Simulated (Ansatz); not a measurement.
# C3H4AlF: up Jacob's ladder to CCSD(T)

Aim: compute C3H4AlF with functionals from several rungs and with coupled cluster. The yardstick is the atomisation energy at the CCSD(T) limit.

Program: Ansatz 0.2.0, Gaussian basis. Level of theory: functionals in def2-TZVPP, the program's frozen cores in correlated methods. These are calculated values, not measurements.

The runs, in order: LDA (SPW92), PBE-D4, revPBE-D4, BLYP-D4, r2SCAN-D4, B97M-V, PBE0-D4, B3LYP-D4, r2SCANh-D4, r2SCAN0-D4, HSE06-D4, BHLYP-D4, CAM-B3LYP-D4, LC-ωPBE, ωB97X-V, ωB97M-V, B2PLYP, PBE-QIDH; CCSD(T)/def2-SVP; CCSD(T)/def2-TZVPP; MP2/def2-QZVPP; extrapolation to the limit; RPA on PBE.

### 1 The relaxed structure

An earlier PBE0-D4 in a triple-zeta def2 set relaxation fixed the geometry.

SMILES `F[C]1=C[CH2][AlH]1`, 9 atoms, charge 0, spin multiplicity 1.

Atoms are counted from 1 here; the program's logs count them from 0.

Bond lengths: F1–C2 1.335 Å, C2–C3 1.346 Å, C2–Al5 1.924 Å, C3–C4 1.520 Å, C3–H6 1.092 Å, C4–Al5 1.970 Å, C4–H7 1.093 Å, C4–H8 1.093 Å, Al5–H9 1.585 Å. Angles: F1–C2–C3 123.3°, F1–C2–Al5 147.3°, C3–C2–Al5 89.4°, C2–C3–C4 112.2°, C2–C3–H6 124.3°, C4–C3–H6 123.5°, C3–C4–Al5 83.0°, C3–C4–H7 113.0°, C3–C4–H8 113.0°, Al5–C4–H7 119.0°, Al5–C4–H8 119.0°, H7–C4–H8 107.8°, C2–Al5–C4 75.4°, C2–Al5–H9 141.5°, C4–Al5–H9 143.1°.

Geometry (Å):

```
atom    x (Å)    y (Å)    z (Å)
  F1   1.9226   1.3226   1.1536
  C2   0.8353   0.7206   0.6657
  C3   0.8742  -0.1779  -0.3359
  C4  -0.5073  -0.7028  -0.6904
 Al5  -1.0754   0.5129   0.7518
  H6   1.7877  -0.4981  -0.8411
  H7  -0.6048  -1.7815  -0.5443
  H8  -0.7986  -0.4779  -1.7194
  H9  -2.3454   1.0358   1.5431
```

### 2 LDA

This LDA is Slater exchange with PW92 correlation.

Contents of in.yaml:

```yaml
crystal:
  periodic: [false, false, false]
  atoms:
    - {symbol: F, position_ang: [1.922586, 1.322612, 1.153617]}
    - {symbol: C, position_ang: [0.835347, 0.720572, 0.665710]}
    - {symbol: C, position_ang: [0.874212, -0.177865, -0.335914]}
    - {symbol: C, position_ang: [-0.507304, -0.702791, -0.690360]}
    - {symbol: Al, position_ang: [-1.075357, 0.512887, 0.751823]}
    - {symbol: H, position_ang: [1.787701, -0.498063, -0.841143]}
    - {symbol: H, position_ang: [-0.604798, -1.781461, -0.544290]}
    - {symbol: H, position_ang: [-0.798614, -0.477883, -1.719399]}
    - {symbol: H, position_ang: [-2.345370, 1.035792, 1.543056]}
basis:
  gaussian: {orbitals: def2-TZVPP}
hamiltonian: {xc: lda}
output: {orbitals: {seedname: orbitals}}
```

On the command line:

```
ansatz run in.yaml --threads 2 --pin off --events-out ev --progress --plain --max-ram 4352MiB
```

Further steps of the session: PBE-D4 (GGA); revPBE-D4 (GGA); BLYP-D4 (GGA); r2SCAN-D4 (meta-GGA); B97M-V (meta-GGA); PBE0-D4 (hybrid); B3LYP-D4 (hybrid); r2SCANh-D4 (hybrid); r2SCAN0-D4 (hybrid); HSE06-D4 (hybrid); BHLYP-D4 (hybrid); CAM-B3LYP-D4 (range-separated); LC-ωPBE (range-separated); ωB97X-V (range-separated); ωB97M-V (range-separated); B2PLYP (double hybrid); PBE-QIDH (double hybrid); CCSD(T) in def2-SVP; CCSD(T) in def2-TZVPP; MP2 in def2-QZVPP; RPA on PBE orbitals.

**Question.** What will the summary of the whole plan be? Wanted: atomisation energy, CCSD(T)/CBS; farthest beyond LDA; mean size of error, GGA; mean size of error, meta-GGA; mean size of error, hybrid; mean size of error, range-separated; mean size of error, double hybrid; gap, smallest and largest; T1 diagnostic.

**Answer**, as computed:

| quantity | value |
| --- | --- |
| atomisation energy, CCSD(T)/CBS | 3482.5 kJ/mol |
| functionals within 17.4 kJ/mol (0.5 %) | revPBE-D4, BLYP-D4, B3LYP-D4, r2SCANh-D4, CAM-B3LYP-D4, ωB97X-V, PBE-QIDH |
| farthest beyond LDA | BHLYP-D4 (-122.2 kJ/mol) |
| mean size of error, GGA | 44.6 kJ/mol |
| mean size of error, meta-GGA | 33.7 kJ/mol |
| mean size of error, hybrid | 41.1 kJ/mol |
| mean size of error, range-separated | 19.7 kJ/mol |
| mean size of error, double hybrid | 18.4 kJ/mol |
| gap, smallest and largest | 3.80 eV (LDA (SPW92)), 10.46 eV (LC-ωPBE) |
| T1 diagnostic | 0.0127 |
| triples share of the correlation energy | 4.1 % |

In words: LDA overbinds by 570.0 kJ/mol (16 %). PBE-D4 is off by +117.4 kJ/mol. Double hybrids carry the basis error of their MP2 part in triple zeta, and no dispersion term here, so their miss is partly the set-up's. Taken by rung, double hybrid functionals do best (18.4 kJ/mol on average) and GGA ones worst beyond LDA (44.6 kJ/mol). The gap between the best rungs is small, so their order is not settled. The reference freezes the cores and leaves out relativity and excitations past (T), so misses under about 17.4 kJ/mol can't be ranked. Hartree-Fock recovers 72 % of the binding; the rest is correlation. CCSD(T) in def2-SVP is off by -159.9 kJ/mol, so the small basis spoils what the method gains. The gap grows from 3.8 to 10.5 eV across the functionals, mostly with the share of exact exchange.
